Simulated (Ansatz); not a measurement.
# CuCH₃ (singlet): the correlation ladder at a displaced geometry (v1), def2-SVP

The task here is to estimate one member of a computed series from the others.

Program: Ansatz 0.2.0, Gaussian basis. Level of theory: def2-SVP, core rule «outside noble gas», up to 10 orbitals frozen. These are calculated values, not measurements.

To be run: UHF; CCSD(T) on RHF; CISD; CCSDT(Q) on RHF; CASSCF and MRCISD+Q, 8 electrons in 8 orbitals; CASSCF and NEVPT2, 8 electrons in 8 orbitals.

5 further runs of the same task are left out: 2 that didn't finish, 3 set aside as unsound or not needed.

## The geometry

The geometry is a PBE0/def2-TZVP stationary point (not a proven minimum) with its atoms shifted at random (size 0.040 Å).

5 atoms, charge 0, spin multiplicity 1.

Atoms are counted from 1 here; the program's logs count them from 0.

Bond lengths: Cu1–C2 1.900 Å, C2–H3 1.053 Å, C2–H4 1.062 Å, C2–H5 1.125 Å. Angles: Cu1–C2–H3 112.7°, Cu1–C2–H4 105.6°, Cu1–C2–H5 103.1°, H3–C2–H4 112.0°, H3–C2–H5 108.4°, H4–C2–H5 114.7°.

The first run:

in.yaml reads:

```yaml
crystal:
  periodic: [false, false, false]
  atoms:
    - {symbol: Cu, position_ang: [-0.375667, 0.005120, 0.005985]}
    - {symbol: C, position_ang: [1.524301, -0.025688, -0.016839]}
    - {symbol: H, position_ang: [1.914823, -1.002522, -0.056463]}
    - {symbol: H, position_ang: [1.829489, 0.489233, 0.860622]}
    - {symbol: H, position_ang: [1.776046, 0.496592, -0.980857]}
basis:
  gaussian: {orbitals: def2-SVP}
magnetization: {spin_polarized: true, initial_magnetization: 0}
hamiltonian: {xc: hf}
output: {orbitals: {seedname: orbitals}}
```

Run with:

```console
$ ansatz run in.yaml --threads 1 --pin off --events-out ev --progress --plain --max-ram 2393MiB
```

Steps of the session up to this table: UHF; CCSD(T) on RHF; CISD; CCSDT(Q) on RHF; CASSCF and MRCISD+Q, 8 electrons in 8 orbitals; CASSCF and NEVPT2, 8 electrons in 8 orbitals.

One table of the session follows, with a row left open; its other results are not shown here.

It belongs to the step «Misses and costs». 

```
           method  from RCCSDT(Q) (kJ/mol)
              RHF                  +1231.9
             RMP2                     -4.7
             CISD                   +159.3
            RCCSD                        ?
         RCCSD(T)                     -3.2
           RCCSDT                     -4.5
        RCCSDT(Q)                        0
  CASSCF frontier                   +926.9
  MRCISD frontier                    +92.6
MRCISD+Q frontier                    +16.6
```

**Question.** Estimate the row for RCCSD.

The run gave: from RCCSDT(Q) (kJ/mol): +46.8. In the column «from RCCSDT(Q) (kJ/mol)» it lies between MRCISD+Q frontier (+16.6) and MRCISD frontier (+92.6).

Not comparable, so not listed: CASSCF and NEVPT2, 8 electrons in 8 orbitals (they don't share determinant, frozen orbitals or solution with the rows shown, or repeat one).

To keep in mind: Warnings in the runs' records: passed over end.
